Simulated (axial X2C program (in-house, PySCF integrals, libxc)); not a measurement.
# MoCN: Ω levels from open-shell CI on d5 s0 p(π)0

Aim: the spin–orbit levels of MoCN that arise from the configuration d5 s0 p(π)0 of Mo, and how they move with the bond.

Program: an in-house X2C program for linear molecules on PySCF integrals. Level of theory: two-component X2C, average-of-configuration Hartree–Fock and CI in the open shells. These are calculated values, not measurements.

All values are calculated.

## 1. Set-up

Contents of task.json:

```json
{"zs": [42, 6, 7], "q": 0, "bas": ["dyall-v3z", "dyall-v3z", "dyall-av3z"], "r0": 2.13, "metal": 0, "shells": [[2, [0, 1, 2], 5], [0, [0], 0], [1, [1], 0]], "fix": 0, "emax": 3.2, "nroots": 4, "r2": 1.16}
```

Keys: zs atomic numbers; q charge; bas basis sets; r0 starting distance in Å; metal index of the metal atom; shells open shells as [l, |m| values, electrons]; fix electron count of the first shell held; emax energy window in eV; nroots roots for each Ω; r2 second bond in Å, held.

Run with:

```
$ python soci.py task.json out
```

Two-component X2C with atomic mean-field Coulomb and Gaunt terms, basis Mo dyall-v3z, C dyall-v3z, N dyall-av3z (cores contracted in-house). Orbitals come from Hartree–Fock averaged over the configuration Mo d5 s0 p(π)0; CI then distributes these electrons over the d, s, p(π) shells of Mo.

## 2. CI at Mo–C–N held linear, bonds 2.177 and 1.160 Å (the second held)

Output:

```text
average of configuration d5 s0 p(π)0
basis functions 230  fitting functions 1228
iter      average energy  largest gradient
   1      -4131.608469111   1.43e+01
   2      -4132.953756378   1.18e+01
   3      -4133.730940702   1.01e+01
   4      -4134.540067410   9.31e+00
   5      -4135.736973085   7.81e+00
   6      -4136.657774622   4.00e+00
   7      -4136.804389103   4.46e-01
   8      -4136.839079228   2.92e-01
   9      -4136.857255329   3.39e-01
  10      -4136.863158359   1.82e-01
  11      -4136.866911255   1.17e-01
  12      -4136.868772782   9.35e-02
  13      -4136.869960177   7.73e-02
  14      -4136.870652339   2.75e-02
  15      -4136.871036859   2.58e-02
  16      -4136.871217722   2.75e-02
  17      -4136.871302877   1.06e-02
  18      -4136.871331603   1.11e-02
  19      -4136.871340522   6.95e-03
  20      -4136.871342504   1.79e-03
  21      -4136.871343088   1.56e-03
  22      -4136.871343314   9.62e-04
  23      -4136.871343511   5.02e-04
  24      -4136.871343677   8.85e-04
  25      -4136.871343784   8.12e-04
  26      -4136.871343824   2.45e-04
  27      -4136.871343833   8.63e-05
  28      -4136.871343834   5.09e-05
  29      -4136.871343834   2.34e-05
  30      -4136.871343834   1.52e-05
converged
CI levels
2*Omega        energy/Eh    cm-1   g(par)  dipole/D  leading shell counts
    1     -4137.02060234        0   2.001   -8.748  {'5 0 0': 1.0}
    3     -4137.02057628        6   6.003   -8.749  {'5 0 0': 1.0}
    5     -4137.02052485       17  10.005   -8.750  {'5 0 0': 1.0}
    1     -4136.94265594    17107   2.019   -8.780  {'5 0 0': 0.999}
    3     -4136.94236686    17171   5.950   -8.786  {'5 0 0': 0.999}
    1     -4136.94028110    17628   3.546   -8.675  {'5 0 0': 0.999}
    1     -4136.93997112    17697   0.392   -8.676  {'5 0 0': 0.999}
    3     -4136.93980159    17734   3.992   -8.665  {'5 0 0': 0.999}
    5     -4136.93959005    17780   7.954   -8.658  {'5 0 0': 0.999}
    3     -4136.93851847    18015   2.081   -8.730  {'5 0 0': 0.999}
    5     -4136.93816612    18093   6.063   -8.724  {'5 0 0': 0.999}
    7     -4136.93774116    18186  10.000   -8.716  {'5 0 0': 0.999}
    5     -4136.93127566    19605   4.005   -8.747  {'5 0 0': 1.0}
    7     -4136.93106546    19651   8.002   -8.745  {'5 0 0': 1.0}
    9     -4136.93083625    19701  12.001   -8.745  {'5 0 0': 1.0}
    7     -4136.92752974    20427   9.993   -8.728  {'5 0 0': 1.0}
    7     -4136.92499429    20984   6.014   -8.752  {'5 0 0': 1.0}
    9     -4136.92491187    21002  10.003   -8.751  {'5 0 0': 1.0}
   11     -4136.92483905    21018  13.999   -8.754  {'5 0 0': 1.0}
```

Dipoles in the output refer to the first atom as origin.

Run time: 2.5 s. Hardware: 1 thread of Arm Neoverse V2, shared host; peak memory 0.42 GiB.

Active spinors (ω > 0; filled shells left out):

| shell | ω | ε (eV) | character |
| --- | --- | --- | --- |
| d | 1/2 | -3.37 | 93% Mo d |
| d | 3/2 | -3.33 | 97% Mo d |
| d | 3/2 | -3.18 | 98% Mo d |
| d | 5/2 | -3.10 | 100% Mo d |
| d | 1/2 | -3.09 | 62% Mo d, 29% Mo s, 3% C p |
| s | 1/2 | 1.68 | 55% Mo s, 36% Mo p, 5% Mo d |
| p(π) | 1/2 | 0.62 | 95% Mo p |
| p(π) | 3/2 | 0.64 | 95% Mo p |

The levels:

| Ω | energy (cm⁻¹) | g∥ | μ (D) | configuration |
| --- | --- | --- | --- | --- |
| 1/2 | 0 | 2.00 | -8.75 | 100% d5 |
| 3/2 | 6 | 6.00 | -8.75 | 100% d5 |
| 5/2 | 17 | 10.01 | -8.75 | 100% d5 |
| 1/2 | 17107 | 2.02 | -8.78 | 100% d5 |
| 3/2 | 17171 | 5.95 | -8.79 | 100% d5 |
| 1/2 | 17628 | 3.55 | -8.67 | 100% d5 |
| 1/2 | 17697 | 0.39 | -8.68 | 100% d5 |
| 3/2 | 17734 | 3.99 | -8.67 | 100% d5 |
| 5/2 | 17780 | 7.95 | -8.66 | 100% d5 |
| 3/2 | 18015 | 2.08 | -8.73 | 100% d5 |
| 5/2 | 18093 | 6.06 | -8.72 | 100% d5 |
| 7/2 | 18186 | 10.00 | -8.72 | 100% d5 |
| 5/2 | 19605 | 4.01 | -8.75 | 100% d5 |
| 7/2 | 19651 | 8.00 | -8.74 | 100% d5 |
| 9/2 | 19701 | 12.00 | -8.74 | 100% d5 |
| 7/2 | 20427 | 9.99 | -8.73 | 100% d5 |
| 7/2 | 20984 | 6.01 | -8.75 | 100% d5 |
| 9/2 | 21002 | 10.00 | -8.75 | 100% d5 |
| 11/2 | 21018 | 14.00 | -8.75 | 100% d5 |

g∥ is the magnitude of 2⟨Lz + ge Sz⟩ for the +Ω component. μ is positive if the N end is positive.

## 3. The same at Mo–C–N held linear, bonds 2.101 and 1.160 Å (the second held)

| Ω | energy (cm⁻¹) | g∥ | μ (D) | configuration |
| --- | --- | --- | --- | --- |
| 1/2 | 0 | 2.00 | -8.35 | 100% d5 |
| 3/2 | 6 | 6.00 | -8.35 | 100% d5 |
| 5/2 | 18 | 10.01 | -8.36 | 100% d5 |
| 1/2 | 16903 | 2.02 | -8.40 | 100% d5 |
| 3/2 | 16965 | 5.96 | -8.41 | 100% d5 |
| 1/2 | 17476 | 3.69 | -8.33 | 100% d5 |
| 1/2 | 17558 | 0.25 | -8.32 | 100% d5 |
| 3/2 | 17614 | 3.99 | -8.31 | 100% d5 |
| 5/2 | 17678 | 7.96 | -8.30 | 100% d5 |
| 3/2 | 17959 | 2.07 | -8.33 | 100% d5 |

## 4. Curves along the Mo–C bond, the other held

The same input was run at the other distances (logs left out). Energies in cm⁻¹ from the lowest point; levels are followed by energy order within each Ω.

| R (Å) | (1)Ω=1/2 | (1)Ω=3/2 | (1)Ω=5/2 | (2)Ω=1/2 | (2)Ω=3/2 | (3)Ω=1/2 | (4)Ω=1/2 |
| --- | --- | --- | --- | --- | --- | --- | --- |
| 2.025 | 1537 | 1543 | 1554 | 18213 | 18274 | 18830 | 18929 |
| 2.101 | 412 | 418 | 429 | 17314 | 17377 | 17888 | 17970 |
| 2.177 | 0 | 6 | 17 | 17107 | 17171 | 17628 | 17697 |
| 2.264 | 159 | 164 | 175 | 17463 | 17530 | 17881 | 17944 |
| 2.351 | 796 | 801 | 810 | 18310 | 18378 | 18678 | 18735 |
| 2.449 | 1886 | 1890 | 1899 | 19632 | 19699 | 19951 | 20005 |
| 2.569 | 3536 | 3540 | 3547 | 21555 | 21619 | 21826 | 21878 |

Constants where the minimum is well bracketed:

| level of the curve | Te (cm⁻¹) | Re (Å) | ωe (cm⁻¹) |
| --- | --- | --- | --- |
| (1)Ω=1/2 | 0 | 2.196 | 369.2 |
| (1)Ω=3/2 | 6 | 2.196 | 369.1 |
| (1)Ω=5/2 | 17 | 2.196 | 369.0 |
| (2)Ω=1/2 | 17115 | 2.168 | 383.0 |
| (2)Ω=3/2 | 17179 | 2.167 | 383.6 |

## 5. Outcome

| quantity | value |
| --- | --- |
| lowest level of the model | Ω = 1/2, g∥ = 2.00, 100% d5 |
| next level | Ω = 3/2, 6 cm⁻¹ higher |
| lowest curve, Re and ωe | 2.196 Å, 369.2 cm⁻¹ |

**Reading.** In the lowest level ⟨Sz⟩ = 0.50 and ⟨Lz⟩ = 0.00; its leading determinant has weight 0.10 among 649. From 2.177 to 2.101 Å the gap from the lowest to the fifth level goes from 17171 to 16965 cm⁻¹. Without dynamic correlation distances can be off by several hundredths of an Å, and the wavenumbers are rough. Dynamic correlation is missing, so gaps between terms are too wide and other configurations may lie lower; the lowest level listed is that of this model, not necessarily the ground state. For d shells the ligand-field splittings (σ, π, δ) and their order can be off by a thousand cm⁻¹ or more. At most 4 roots were kept for each Ω > 0 (twice that for Ω = 0) within 3.2 eV of the lowest, so higher up levels can be missing between those listed; levels with Ω > 0 are doubly degenerate and listed once, Ω = 0 levels singly. Some active spinors are only partly of the character that their shell is named for, so the shell names and counts are nominal. States that fill the shells left empty in the average are placed too high. The molecule was held linear; bending was not examined.
